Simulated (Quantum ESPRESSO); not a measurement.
# PdPt3 under changes of volume

One of the cells (15.226 Å³/atom); the others are scaled copies at fixed shape and fractional positions:

```xyz
4
Lattice="-1.9719 1.9719 3.9157 1.9719 -1.9719 3.9157 1.9719 1.9719 -3.9157" Properties=species:S:1:pos:R:3 pbc="T T T"
Pt    0.0000    0.0000    3.9157
Pt    1.9719    0.0000    1.9579
Pt    0.0000    1.9719    1.9579
Pd    0.0000    0.0000    0.0000
```

The cell comes from a database or a generator and needn't be the stable form of this composition.

```yaml
Program: Quantum ESPRESSO 7.5
Functional: PBEsol
Potentials_or_basis: GBRV 1.5 PBEsol
Cutoff: 612 eV
Density_cutoff: 4898 eV
k_mesh: 10 × 10 × 10
Occupations: fermi-dirac, width 0.05 eV
Spin: no spin polarisation
```

```tsv
volume (Å³/atom)	energy over the lowest point (meV/atom)	pressure (GPa)
14.313	18.78	10.9
14.617	3.52	4.4
14.922	0.00	-1.4
15.226	?	?
15.531	22.43	-10.8
15.836	46.01	-14.7
16.140	76.46	-18.0
```

**Question.** What does the run at 15.226 Å³/atom give?

**Answer.** Energy over the lowest point 6.72 meV/atom; pressure -6.4 GPa.

Worked out: A Birch-Murnaghan fit of order 3 (a polynomial in V^(-2/3)) to the other rows has its minimum at 14.87 Å³/atom with B0 = V·E''(V) = 269 GPa and B' = 5.4 at fixed shape and positions, which overstates the stiffness. It gives 6.69 meV/atom at 15.226 Å³/atom, against the run's 6.72, and -dE/dV = -6.0 GPa, against -6.4.

Energies are extrapolated to zero smearing.
